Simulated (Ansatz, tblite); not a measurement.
# Mn2(F)4: a ladder of methods and basis sets

One table from this session's results is given with a row withheld; the runs are named, their logs left out.

The runs use Ansatz 0.2.0, Gaussian basis; as each input shows.

Plan: GFN1-xTB, GFN2-xTB, PBE-D4/def2-TZVP, r2SCAN-D4/def2-TZVP, B3LYP-D4/def2-TZVP, ωB97M-V/def2-TZVP, CAM-B3LYP-D4/def2-TZVP, LC-ωPBE/def2-TZVP, r2SCAN0-D4/def2-TZVP, PBE-D4/def2-SVP, PBE0-D4/def2-SVP, HF/6-31G, B3LYP-D4/6-31G, PBE0-D4/def2-TZVPD, PBE-D4/def2-TZVPD, r2SCAN-D4/def2-TZVPD, CCSD(T)/def2-SVP, MP2/def2-TZVP, RPA/def2-TZVP.

17 further runs of the same task are left out: 1 for a known fault of the program, 16 that didn't finish.

### The structure

The multiplicity 11 was relaxed beforehand with PBE0-D4/def2-SVP.

6 atoms, charge 0, spin multiplicity 11.

Bond lengths: Mn1–F2 1.793 Å, Mn1–F3 2.000 Å, Mn1–F6 2.000 Å, F3–Mn4 2.000 Å, Mn4–F5 1.793 Å, Mn4–F6 2.000 Å. Angles: F2–Mn1–F3 140.7°, F2–Mn1–F6 140.7°, F3–Mn1–F6 78.6°, Mn1–F3–Mn4 101.4°, F3–Mn4–F5 140.7°, F3–Mn4–F6 78.6°, F5–Mn4–F6 140.7°, Mn1–F6–Mn4 101.4°.

As a file:

```
Mn    0.6904   -0.4792   -1.2992
F     1.4752   -1.0351   -2.8121
F     0.1642    1.2047   -0.3574
Mn   -0.6851    0.4794    1.3021
F    -1.4938    1.0345    2.8027
F    -0.1508   -1.2044    0.3638
```

No spin-orbit coupling is included.

PBE0-D4/def2-TZVP was run before; its log isn't repeated, and its numbers join the tables.

The first run:

Tight binding, by tblite at 300 K electronic temperature and without a spin-polarisation term:

```python
tblite.interface.Calculator('GFN1-xTB', numbers, positions, charge=0, uhf=10).singlepoint()
```

Tight binding, by tblite at 300 K electronic temperature and without a spin-polarisation term:

```python
tblite.interface.Calculator('GFN2-xTB', numbers, positions, charge=0, uhf=10).singlepoint()
```

start.molden holds the orbitals of an earlier run on this state, given as this run's starting guess.

in.yaml reads:

```yaml
crystal:
  periodic: [false, false, false]
  atoms:
    - {symbol: Mn, position_ang: [0.690363, -0.479151, -1.299169]}
    - {symbol: F, position_ang: [1.475193, -1.035088, -2.812064]}
    - {symbol: F, position_ang: [0.164227, 1.204723, -0.357354]}
    - {symbol: Mn, position_ang: [-0.685141, 0.479378, 1.302099]}
    - {symbol: F, position_ang: [-1.493824, 1.034522, 2.802688]}
    - {symbol: F, position_ang: [-0.150817, -1.204385, 0.363800]}
basis:
  gaussian: {orbitals: def2-TZVP, initial_orbitals: start.molden}
magnetization: {spin_polarized: true, initial_magnetization: 10}
hamiltonian: {xc: pbe, dispersion: d4}
scf: {omitted_lower_state_checks: [starts]}
output: {orbitals: {seedname: orbitals}}
```

Run with:

```bash
$ ansatz run in.yaml --threads 4 --pin off --events-out ev --progress --plain --max-ram 8704MiB
```

Steps of the session up to this table: PBE-D4/def2-TZVP; r2SCAN-D4/def2-TZVP; B3LYP-D4/def2-TZVP; ωB97M-V/def2-TZVP; CAM-B3LYP-D4/def2-TZVP; LC-ωPBE/def2-TZVP; r2SCAN0-D4/def2-TZVP; PBE-D4/def2-SVP; PBE0-D4/def2-SVP; HF/6-31G; B3LYP-D4/6-31G; PBE0-D4/def2-TZVPD; PBE-D4/def2-TZVPD; r2SCAN-D4/def2-TZVPD; CCSD(T)/def2-SVP; MP2/def2-TZVP; RPA/def2-TZVP.

One table of the session follows, with a row left open; its other results are not shown here.

```
                 level  HOMO (eV)  LUMO (eV)  gap (eV)
              HF/6-31G     -13.53       0.66     14.19
       PBE-D4/def2-SVP      -5.44      -3.54      1.90
      PBE-D4/def2-TZVP      -6.04      -4.14      1.91
     PBE-D4/def2-TZVPD      -6.08      -4.15      1.93
   r2SCAN-D4/def2-TZVP      -6.61      -3.30      3.31
  r2SCAN-D4/def2-TZVPD      -6.60      -3.27      3.33
        B3LYP-D4/6-31G      -7.26      -2.83      4.43
    B3LYP-D4/def2-TZVP      -7.99      -3.22      4.77
      PBE0-D4/def2-SVP      -7.92      -2.14      5.78
     PBE0-D4/def2-TZVP      -8.41      -2.54      5.87
    PBE0-D4/def2-TZVPD      -8.40      -2.53      5.87
  r2SCAN0-D4/def2-TZVP      -8.81      -2.08      6.73
CAM-B3LYP-D4/def2-TZVP      -9.91      -2.00      7.91
     LC-ωPBE/def2-TZVP     -11.10      -0.45     10.65
     ωB97M-V/def2-TZVP          ?          ?         ?
```

Estimate the missing values for ωB97M-V/def2-TZVP.

**Answer.** HOMO (eV): -10.86; LUMO (eV): -1.54; gap (eV): 9.32. In the column «HOMO (eV)» it lies between LC-ωPBE/def2-TZVP (-11.10) and CAM-B3LYP-D4/def2-TZVP (-9.91).
